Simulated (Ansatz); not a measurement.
**CH₄FGaOS: geometry and vibrations**

The task is to find a stationary geometry of CH₄FGaOS, check the end point by its vibrations and derive ideal-gas thermochemistry.

Method: RKS PBE0-D4/def2-TZVP; program: Ansatz 0.2.0, Gaussian basis.

The runs, in order: relaxation at PBE0-D4/def2-TZVP; harmonic vibrations at the same level.

1 further run of the same task is left out (set aside as unsound or not needed).

## (1) Starting geometry

SMILES `C[O][Ga]([F])[SH]`, 9 atoms, charge 0, spin multiplicity 1.

Atoms are counted from 1 here; the program's logs count them from 0.

Bond lengths: C1–O2 1.418 Å, C1–H6 1.093 Å, C1–H7 1.092 Å, C1–H8 1.092 Å, O2–Ga3 1.769 Å, Ga3–F4 1.768 Å, Ga3–S5 2.207 Å, S5–H9 1.331 Å. Angles: O2–C1–H6 112.2°, O2–C1–H7 108.7°, O2–C1–H8 108.3°, H6–C1–H7 109.0°, H6–C1–H8 109.0°, H7–C1–H8 109.7°, C1–O2–Ga3 133.1°, O2–Ga3–F4 116.5°, O2–Ga3–S5 113.8°, F4–Ga3–S5 129.7°, Ga3–S5–H9 88.9°.

The start is a GFN2-xTB geometry.

## (2) Geometry optimisation, PBE0-D4/def2-TZVP

Contents of in.yaml:

```yaml
crystal:
  periodic: [false, false, false]
  atoms:
    - {symbol: C, position_ang: [-0.587980, 0.082560, 1.496570]}
    - {symbol: O, position_ang: [-0.068580, 0.411420, 0.218410]}
    - {symbol: Ga, position_ang: [0.437080, -0.564060, -1.167870]}
    - {symbol: F, position_ang: [0.273780, -2.316300, -0.999480]}
    - {symbol: S, position_ang: [1.181010, 0.625700, -2.870820]}
    - {symbol: H, position_ang: [-0.757630, -0.991390, 1.609140]}
    - {symbol: H, position_ang: [0.121820, 0.411950, 2.258320]}
    - {symbol: H, position_ang: [-1.536630, 0.608370, 1.626530]}
    - {symbol: H, position_ang: [0.937130, 1.731760, -2.170800]}
basis:
  gaussian: {orbitals: def2-TZVP}
hamiltonian: {xc: pbe0, dispersion: d4}
relax: {f_tol: 0.005, max_steps: 150}
```

The run is started by

```
$ ansatz run in.yaml --threads 2 --pin off --events-out ev --progress --plain --max-ram 22528MiB --backend cuda --devices 0, --max-vram 18GiB
```

The runs that follow: Harmonic vibrations.

Before running them: what should the planned runs give, taken together? Wanted: point group; shift from the start; total energy; dispersion term; dipole moment; lowest, highest wavenumber; zero-point energy.

As calculated:

```
                  quantity            value
               point group               Cs
                     steps                9
shift from the start (rms)          0.196 Å
              total energy   -69068.4698 eV
           dispersion term         -161 meV
             dipole moment           1.62 D
lowest, highest wavenumber    64, 3093 cm⁻¹
         zero-point energy    33.5 kcal/mol
       entropy at 298.15 K  380.1 J/(mol K)
```

**Reading.** The relaxed geometry lies 0.20 Å (rms) from the start; the bond that changed most is Ga3–S5, from 2.207 to 2.169 Å. All wavenumbers are real, so the end point is a minimum. The stiffest mode, 3093 cm⁻¹, is a C–H stretch, and 5 modes under 200 cm⁻¹ make the vibrational entropy uncertain. Harmonic hybrid wavenumbers usually lie a few per cent above measured fundamentals. The largest Mulliken charge, +0.68 e, sits on Ga3.
